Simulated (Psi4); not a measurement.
# SnSe (SMILES [Se][Sn]): r2SCAN/def2-TZVP (core potential)

What is the energy change on altering one bond length of SnSe at r2SCAN/def2-TZVP (core potential)? 

The calculation is run with Psi4 1.11.

2 further runs of the same task are left out: 2 that didn't finish.

### Step 1. The structure to begin with

SnSe: 2 atoms, total charge 0, spin state singlet. SMILES: `[Se][Sn]`. Geometry: relaxed at PBE0-D4/def2-TZVP.

Bond lengths: Se1–Sn2 2.325 Å.

### Step 2. Energy and gradient at r2SCAN/def2-TZVP (core potential)

Input file sesn.xyz:

```xyz
2
SeSn
Se     0.000000     0.000000     0.006530
Sn     0.000000     0.000000     2.331810
```

Input file run.py:

```python
import numpy as np
from ase.calculators.psi4 import Psi4
from ase.io import read

atoms = read('sesn.xyz')
calc = Psi4(atoms=atoms, method='r2scan', basis='def2-TZVP', memory='2200MB', num_threads=1, charge=0, multiplicity=1, label='psi4-calc', reference='rks')
calc.psi4.set_options({'puream': True, 'e_convergence': 1e-09, 'd_convergence': 1e-08, 'scf_type': 'pk', 'dft_radial_points': 99, 'dft_spherical_points': 590})
atoms.calc = calc

forces = atoms.get_forces()
print(f'energy: {atoms.get_potential_energy():.6f} eV')
print('forces / eV A^-1')
print(np.round(forces, 5))
```

Started as:

```bash
$ python run.py
```

psi4-calc.dat:

```text
[...]
    !!!  WARNING: ECP capability is in beta. Please check occupations closely.  !!!
[...]
  Running in c1 symmetry.
[...]
  Nuclear repulsion =  170.226619409774287
[...]
  Multiplicity = 1
[...]
  Nalpha       = 28
  Nbeta        = 28
[...]
    Number of basis functions: 98
[...]
 WARNING: Atomic UHF is not converging! Try casting from a smaller basis or call Rob at CCMST.
   -------------------------
[...]
   @RKS iter   1: -2614.94369394462410   -2.39749e+00   2.35905e-02 DIIS/ADIIS
[...]
   @RKS iter  14: -2615.98015253083349    3.18323e-12   2.64332e-09 DIIS
[...]
    Orbital Energies [Eh]
    ---------------------
    Doubly Occupied:
       1A   -453.250141     2A    -57.852776     3A    -51.870706
       4A    -51.870706     5A    -51.870541     6A     -7.729796
       7A     -5.647550     8A     -5.647514     9A     -5.647514
      10A     -5.058430    11A     -3.400166    12A     -3.400166
      13A     -3.390604    14A     -1.986413    15A     -1.985734
      16A     -1.985734    17A     -1.985407    18A     -1.985407
      19A     -0.987100    20A     -0.987099    21A     -0.982807
      22A     -0.979836    23A     -0.979836    24A     -0.621792
      25A     -0.409602    26A     -0.240674    27A     -0.235195
      28A     -0.235195
[...]
  @RKS Final Energy: -2615.98015253083349
   => Energetics <=
    Nuclear Repulsion Energy =            170.2266194097742869
    One-Electron Energy =               -4060.8667922392605760
    Two-Electron Energy =                1379.9571915669466762
    DFT Exchange-Correlation Energy =    -105.2971712682938374
    Empirical Dispersion Energy =           0.0000000000000000
    VV10 Nonlocal Energy =                  0.0000000000000000
    Total Energy =                      -2615.9801525308334931
[...]
 Multipole Moments:
 ------------------------------------------------------------------------------------
     Multipole            Electronic (a.u.)      Nuclear  (a.u.)        Total (a.u.)
 ------------------------------------------------------------------------------------
 L = 1.  Multiply by 2.5417464519 to convert [e a0] to [Debye]
 Dipole X            :         -0.0000000            0.0000000           -0.0000000
 Dipole Y            :         -0.0000000            0.0000000           -0.0000000
 Dipole Z            :         52.1422105          -50.9855577            1.1566527
 Magnitude           :                                                    1.1566527
[...]
  -Total Gradient:
     Atom            X                  Y                   Z
    ------   -----------------  -----------------  -----------------
       1        0.000000000031     0.000000000386     0.002430970168
       2       -0.000000000018    -0.000000000357    -0.002717679533
[...]
```

On the terminal:

```text
energy: -71184.445763 eV
forces / eV A^-1
[[-0.      -0.      -0.12501]
 [ 0.       0.       0.13975]]
```

It took 50 s on 1 thread of Intel Xeon at 2.50GHz (Skylake/Cascade Lake), shared host; peak memory 1.1 GiB.

### Step 3. The distorted shape: the energy at r2SCAN/def2-TZVP (core potential)

Input file run.py:

```python
import psi4

psi4.set_memory(2200000000)
psi4.set_num_threads(1)
psi4.set_output_file('run.log', False)

m = psi4.geometry("""
0 1
Se
Sn 1 2.6741
symmetry c1
""")

psi4.set_options({
    'basis': 'def2-TZVP',
    'puream': True,
    'e_convergence': 1e-09,
    'd_convergence': 1e-08,
    'scf_type': 'pk',
    'dft_radial_points': 99,
    'dft_spherical_points': 590,
})

E, wfn = psi4.energy('r2scan', return_wfn=True)
psi4.oeprop(wfn, 'QUADRUPOLE', 'MULLIKEN_CHARGES', 'LOWDIN_CHARGES', title='R2SCAN')
print('E =', round(E, 9))
```

Started as:

```bash
$ python run.py
```

run.log (excerpt; [...] marks lines left out):

```text
[...]
    !!!  WARNING: ECP capability is in beta. Please check occupations closely.  !!!
[...]
  Running in c1 symmetry.
[...]
  Nuclear repulsion =  148.021597390209791
[...]
  Multiplicity = 1
[...]
  Nalpha       = 28
  Nbeta        = 28
[...]
    Number of basis functions: 98
[...]
   @RKS iter   1: -2614.89917104858432   -2.53697e+00   2.35831e-02 DIIS/ADIIS
[...]
   @RKS iter  17: -2615.95285110164559    4.54747e-13   1.90442e-10 DIIS
[...]
  @RKS Final Energy: -2615.95285110164559
   => Energetics <=
    Nuclear Repulsion Energy =            148.0215973902097915
    One-Electron Energy =               -4016.4118426354411895
    Two-Electron Energy =                1357.6445578248135462
    DFT Exchange-Correlation Energy =    -105.2071636812278257
    Empirical Dispersion Energy =           0.0000000000000000
    VV10 Nonlocal Energy =                  0.0000000000000000
    Total Energy =                      -2615.9528511016455923
[...]
 Multipole Moments:
 ------------------------------------------------------------------------------------
     Multipole            Electronic (a.u.)      Nuclear  (a.u.)        Total (a.u.)
 ------------------------------------------------------------------------------------
 L = 1.  Multiply by 2.5417464519 to convert [e a0] to [Debye]
 Dipole X            :          0.0000000            0.0000000            0.0000000
 Dipole Y            :          0.0000000            0.0000000            0.0000000
 Dipole Z            :         60.3187378          -58.6340053            1.6847325
 Magnitude           :                                                    1.6847325
 L = 2.  Multiply by 1.3450342976 to convert [e a0^2] to [Debye ang]
 Quadrupole XX       :        -31.6575897            0.0000000          -31.6575897
 Quadrupole XY       :          0.0000000            0.0000000            0.0000000
[...]
  Mulliken Charges: (a.u.)
   Center  Symbol    Alpha    Beta     Spin     Total
       1    SE    17.21010 17.21010  0.00000 -0.42021
       2    SN    10.78990 10.78990  0.00000  0.42021
   Total alpha = 28.00000, Total beta = 28.00000, Total charge =  0.00000
  Lowdin Charges: (a.u.)
   Center  Symbol    Alpha    Beta     Spin     Total
       1    SE    17.09967 17.09967  0.00000 -0.19933
       2    SN    10.90033 10.90033  0.00000  0.19933
  Total alpha = 28.00000, Total beta = 28.00000, Total charge =  0.00000
```

On the terminal:

```text
E = -2615.952851102
```

It took 29 s on 1 thread of Intel Xeon at 2.50GHz (Skylake/Cascade Lake), shared host; peak memory 1 GiB.

### Step 4. What came out

At r2SCAN/def2-TZVP (core potential):

```
                                                           quantity           value
                                          first shape: total energy  -2615.98015 Eh
                                         first shape: dipole moment          2.94 D
                                           first shape: HOMO energy        -6.40 eV
                                           first shape: LUMO energy        -3.13 eV
                                         first shape: HOMO–LUMO gap         3.27 eV
                              first shape: largest force on an atom      0.140 eV/Å
                                      distorted shape: total energy  -2615.95285 Eh
                                     distorted shape: dipole moment          4.28 D
                                       distorted shape: HOMO energy        -5.82 eV
                                       distorted shape: LUMO energy        -3.71 eV
                                     distorted shape: HOMO–LUMO gap         2.11 eV
energy change with the Se1–Sn2 bond stretched from 2.325 to 2.674 Å        0.743 eV
```

What this shows: With the Se1–Sn2 bond stretched from 2.325 to 2.674 Å the energy rises by 0.74 eV (71.7 kJ/mol). The first shape isn't relaxed at this level, so the change isn't measured from a minimum.
